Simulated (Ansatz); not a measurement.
# HgPd (Potarite): a single-point run

Wanted: a converged single-point run for HgPd (Potarite), and a check of what comes out. The structure is shown as the input types it.

Computed with Ansatz 0.2.0 (DFT, r2SCAN, all-electron PAW with datasets made for the crystal, scalar-relativistic, unless a step's input says otherwise).

1 further run of the same task is left out (it didn't finish).

## (1) The system as given

The structure is tetragonal, space group P4/mmm (No. 123). Conventional cell: a = 3.026 Å, b = 3.026 Å, c = 3.702 Å, α = 90.00°, β = 90.00°, γ = 90.00°. Hg (site symmetry 4/mmm) is surrounded by 8 Pd at 2.83 Å and 4 Hg at 3.03 Å. Pd (site symmetry 4/mmm) is surrounded by 8 Hg at 2.83 Å and 4 Pd at 3.03 Å.

Coordinates:

```cif
data_structure
_symmetry_space_group_name_H-M 'P4/mmm'
_symmetry_Int_Tables_number 123
_cell_length_a 3.0260
_cell_length_b 3.0260
_cell_length_c 3.7020
_cell_angle_alpha 90.000
_cell_angle_beta 90.000
_cell_angle_gamma 90.000
_cell_volume 33.90
loop_
_atom_site_label
_atom_site_type_symbol
_atom_site_symmetry_multiplicity
_atom_site_Wyckoff_symbol
_atom_site_fract_x
_atom_site_fract_y
_atom_site_fract_z
_atom_site_occupancy
Hg1 Hg 1 a 0.00000 0.00000 0.00000 1
Pd1 Pd 1 d 0.50000 0.50000 0.50000 1
```

## (2) The calculation

The input, input.yaml:

```yaml
crystal:
  lattice:
    - [3.026, 0.0, 0.0]
    - [0.0, 3.026, 0.0]
    - [0.0, 0.0, 3.702]
  atoms:
    - { symbol: Hg, position: [0.0, 0.0, 0.0] }
    - { symbol: Pd, position: [0.5, 0.5, 0.5] }
kpoints:
  mp_grid: { grid: [10, 10, 8] }
scf:
  occupations: { method: fixed }
  max_iter: 80
hamiltonian:
  xc: r2scan
  pseudopotentials: { kind: all_electron, datasets: crystal }
output:
  forces: true
  stress: true
  eigenvalues: true
  efg: { contact_densities: true }
```

Launch:

```sh
> ansatz run input.yaml --threads 1 --pin off --max-ram 2048MiB --backend cpu --events-out ev --progress --plain --runs-dir out
```

What happens when this is run?

The program finished normally, with warnings (band overlap at count, crystal datasets made, gradients without spin orbit). Its log warns: «a fill by count may have filled part of one level: at k-index 100 the highest filled band, 22.686456 eV, and the lowest empty band, 22.686456 eV, stand 0.000e0 eV apart ...»

The suspect setting: scf.occupations.method is fixed; scf.occupations.width is missing. The risk: fixed occupations where they can't hold. The run converged, but that does not make its result sound.

Run again and compare: set scf.occupations.method to fermi_dirac and scf.occupations.width to 0.05.
